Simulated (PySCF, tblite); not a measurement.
**C7H12OSi: geometry, infrared bands and NMR shifts**

Wanted: the infrared bands and NMR shifts of C7H12OSi (`C=C[C@@H]1C[C@H](C=O)C[SiH2]1`), by calculation.

Computed with tblite 0.8.0 and PySCF 2.14.0, with density-fitted response routines of our own, on a single molecule in the gas phase. Atoms are numbered from 0 throughout.

### Step 1. The molecule as given

21 atoms, charge 0, multiplicity 1; geometry from: force field or distance geometry start.

Bonds of the start (Å): C0–C1 1.35, C1–C2 1.51, C2–C3 1.55, C3–C4 1.54, C4–C5 1.53, C5–O6 1.23, C4–C7 1.55, C7–Si8 1.91, Si8–C2 1.97, C0–H9 1.08, C0–H10 1.08, C1–H11 1.08, C2–H12 1.09, C3–H13 1.10, C3–H14 1.10, C4–H15 1.10, C5–H16 1.10, C7–H17 1.10, C7–H18 1.10, Si8–H19 1.49, Si8–H20 1.48.

### Step 2. Relaxing the molecule with GFN2-xTB

The job: settings as JSON, then the geometry in Å.

```
{"job": {"kind": "relax", "xc": "GFN2-xTB", "basis": "xTB"}, "charge": 0, "multiplicity": 1}
C      2.964900    -0.539000    -0.658900
C      1.629100    -0.322300    -0.712500
C      0.901100     0.496300     0.323200
C     -0.019200    -0.348000     1.239600
C     -1.421600    -0.520200     0.632100
C     -1.412100    -1.593500    -0.452800
O     -1.750400    -1.411200    -1.617500
C     -1.899800     0.866800     0.133400
Si    -0.343900     1.791100    -0.492000
H      3.572600    -0.125200     0.136200
H      3.446800    -1.130700    -1.424700
H      1.070200    -0.766300    -1.528700
H      1.592600     1.075500     0.942400
H     -0.123400     0.164800     2.207100
H      0.440100    -1.317200     1.470200
H     -2.122900    -0.886500     1.397400
H     -1.078600    -2.588500    -0.108600
H     -2.664500     0.790200    -0.657300
H     -2.321300     1.435400     0.973600
H     -0.226900     3.125200     0.166900
H     -0.241600     1.820000    -1.969600
```

The run is started by

```
> OMP_NUM_THREADS=1 python probes_run.py task.json out
```

One launch serves the whole session: the jobs run in the order shown.

**Question.** This job is followed by: GFN2-xTB harmonic vibrations, gas phase; GIAO PBE0/pcSseg-1 NMR shielding, non-relativistic, gas phase. Predict these results of the whole session: strongest single infrared mode (GFN2-xTB); zero-point energy (GFN2-xTB); ¹³C shifts against TMS (PBE0/pcSseg-1); ¹H shifts against TMS (PBE0/pcSseg-1); ¹⁷O shifts against H2O (PBE0/pcSseg-1); ²⁹Si shifts against TMS (PBE0/pcSseg-1); surface potential, 1st and 99th percentile.

As calculated:

| quantity | value |
| --- | --- |
| strongest single infrared mode (GFN2-xTB) | 2229 cm⁻¹, 371 km/mol |
| zero-point energy (GFN2-xTB) | 105.0 kcal/mol |
| ¹³C shifts against TMS (PBE0/pcSseg-1) | 213.1, 151.9, 114.5, 58.0, 36.5, 31.2, 12.9 ppm |
| ¹H shifts against TMS (PBE0/pcSseg-1) | 10.23, 5.75, 5.02, 4.90, 4.43, 4.25, 3.09, 2.31, 2.06, 1.94, 1.33, 0.54 ppm |
| ¹⁷O shifts against H2O (PBE0/pcSseg-1) | 690.1 ppm |
| ²⁹Si shifts against TMS (PBE0/pcSseg-1) | -20.2 ppm |
| surface potential, 1st and 99th percentile | -1.50 V and 1.02 V |

In words: Relaxing lowered the energy by 0.247 eV in 139 steps; the close pair that moved most is C2–Si8, from 1.973 to 1.931 Å. All 57 modes are real, so the xTB geometry is a minimum. The strongest single mode, at 2229 cm⁻¹, moves mainly H19. Unscaled tight-binding wavenumbers are off by several per cent, some by more. Its intensities can rank the bands wrongly. C5 (aldehyde carbonyl carbon) lies farthest downfield among carbon, at 213.1 ppm; the double bond to the heteroatom, with no lone-pair donor beside it, deshields it most. H16 (hydrogen on an aldehyde carbonyl carbon) lies farthest downfield among hydrogen, at 10.23 ppm; the formyl region, downfield of aromatic protons. At PBE0/pcSseg-1: The widest tensor belongs to O6: span 1352 ppm, with a paramagnetic part of -756 ppm. By nearest atom (PBE0/pcSseg-1), the HOMO sits on C0 32 %; C1 21 % and the LUMO on C5 41 %; O6 31 %.
